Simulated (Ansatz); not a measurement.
# C3H9In (trimethylindium (TMIn)) at BLYP/def2-SVP (core potential)

Aim: the electronic atomisation energy of C3H9In (trimethylindium (TMIn)) at BLYP/def2-SVP (core potential), from 4 runs. 

The results are computed with Ansatz 0.2.0.

35 further runs of the same task are left out: 2 that didn't finish, 33 set aside as unsound or not needed.

### Step 1. The structure to begin with

C3H9In has 13 atoms, charge 0, and is taken as a singlet. As SMILES, `[CH3][In]([CH3])[CH3]`. Geometry: relaxed at PBE0-D4/def2-TZVP.

Bond lengths: C1–In2 2.164 Å, In2–C3 2.164 Å, In2–C4 2.164 Å, C1–H5 1.091 Å, C1–H6 1.094 Å, C1–H7 1.091 Å, C3–H8 1.091 Å, C3–H9 1.091 Å, C3–H10 1.094 Å, C4–H11 1.091 Å, C4–H12 1.094 Å, C4–H13 1.091 Å. Some angles: C1–In2–C3 120.0°, C1–In2–C4 120.1°, C3–In2–C4 119.9°, In2–C1–H5 111.3°, In2–C1–H6 109.3°, In2–C1–H7 111.3°, In2–C3–H8 111.3°, In2–C3–H9 111.4°, In2–C3–H10 109.2°, In2–C4–H11 111.4°.

### Step 2. The energy at BLYP/def2-SVP (core potential)

Input file input.yaml:

```yaml
crystal:
  periodic: [false, false, false]
  atoms:
    - symbol: C
      position_ang: [-0.506200, 1.897900, -0.902800]
    - symbol: In
      position_ang: [0.007900, -0.003300, -0.006900]
    - symbol: C
      position_ang: [1.475300, -0.088600, 1.581000]
    - symbol: C
      position_ang: [-0.956600, -1.818200, -0.683200]
    - symbol: H
      position_ang: [0.329400, 2.598000, -0.853700]
    - symbol: H
      position_ang: [-1.344900, 2.339400, -0.357000]
    - symbol: H
      position_ang: [-0.811500, 1.777000, -1.943300]
    - symbol: H
      position_ang: [1.276400, -0.918200, 2.261200]
    - symbol: H
      position_ang: [1.500700, 0.842500, 2.149300]
    - symbol: H
      position_ang: [2.467200, -0.242700, 1.146600]
    - symbol: H
      position_ang: [-1.254700, -1.743900, -1.730100]
    - symbol: H
      position_ang: [-1.858700, -1.990800, -0.089300]
    - symbol: H
      position_ang: [-0.304000, -2.683700, -0.557100]
basis:
  gaussian:
    orbitals: def2-SVP
hamiltonian:
  xc: {name: BLYP}
accuracy: high
output: {orbitals: {seedname: orbitals}}
```

On the command line:

```
$ ansatz run input.yaml --threads 1 --pin off --max-ram 3480MiB --events-out events.jsonl --progress --plain --runs-dir runs
```

What it wrote:

```text
Warning: RAYON_NUM_THREADS=1 ignored (pool sized by the plan → 1); use --threads N
Functional definition: BLYP
  name "BLYP"
  parameter beta = 0.0042
  parameter a = 0.04918
  parameter b = 0.132
  parameter c = 0.2533
  parameter d = 0.349
  exchange = b88_x(beta = beta)
  correlation = lyp_c(a = a, b = b, c = c, d = d)
2860 factors; integrals over basis functions are off by at most 1.9e-8 eV
mean field evaluation 1: about -8400.0049 eV, gradient 9.9e1 eV
mean field evaluation 2: about -8360.9590 eV, gradient 1.4e2 eV
mean field evaluation 4: about -8424.9196 eV, gradient 3.9e0 eV
mean field evaluation 8: about -8424.9513 eV, gradient 5.6e-1 eV
mean field evaluation 16: about -8424.9521 eV, gradient 1.1e-5 eV
mean field -8424.95214259 eV, -309.6112806026 hartree, gradient 5.0e-8 eV, S^2 0.000000; 0 other end points of the search recorded, 0 dependent functions left out
reference -8424.95221318 eV, -309.6112831965 hartree; 24, 24 occupied and 89, 89 virtual orbitals, 2860 factors
Total energy: -8424.95221318 eV, -309.6112831965 hartree
```

Wall time 12 s (1 thread of Arm Neoverse V1, shared host); peak memory 0.38 GiB.

### Step 3. The C atom, same level

Input file in.yaml:

```yaml
crystal:
  periodic: [false, false, false]
  atoms:
    - {symbol: C, position_ang: [0.000000, 0.000000, 0.000000]}
basis:
  gaussian:
    orbitals: def2-SVP
magnetization:
  spin_polarized: true
  initial_magnetization: 2
hamiltonian:
  xc: {name: BLYP}
accuracy: high
```

Run the same way, it converges to -37.80070 Eh (log not shown).

### Step 4. The H atom

Input file job.yaml:

```yaml
crystal:
  periodic: [false, false, false]
  atoms:
    - {symbol: H, position_ang: [0.000000, 0.000000, 0.000000]}
basis:
  gaussian: {orbitals: def2-SVP}
accuracy: high
magnetization: {spin_polarized: true, initial_magnetization: 1}
hamiltonian: {xc: {name: BLYP}}
```

Run the same way, it converges to -0.49640 Eh (log not shown).

### Step 5. The In atom, same level

Input file run.yaml:

```yaml
crystal:
  periodic: [false, false, false]
  atoms:
    - symbol: In
      position_ang: [0.000000, 0.000000, 0.000000]
basis:
  gaussian:
    orbitals: def2-SVP
magnetization:
  spin_polarized: true
  initial_magnetization: 1
hamiltonian:
  xc: {name: BLYP}
accuracy: high
```

Run the same way, it converges to -190.07504 Eh (log not shown).

### Step 6. What came out

Level: BLYP/def2-SVP (core potential).

```
                     quantity          value
       molecule: total energy  -309.61128 Eh
        molecule: HOMO energy       -5.58 eV
        molecule: LUMO energy       -1.45 eV
      molecule: HOMO–LUMO gap        4.13 eV
         C atom: total energy   -37.80070 Eh
                 C atom: ⟨S²⟩          2.002
         H atom: total energy    -0.49640 Eh
                 H atom: ⟨S²⟩          0.750
        In atom: total energy  -190.07504 Eh
                In atom: ⟨S²⟩          0.751
electronic atomisation energy      45.348 eV
```

Taking the molecule apart into free atoms costs 45.35 eV (1046 kcal/mol), before zero-point energy and without spin-orbit coupling.
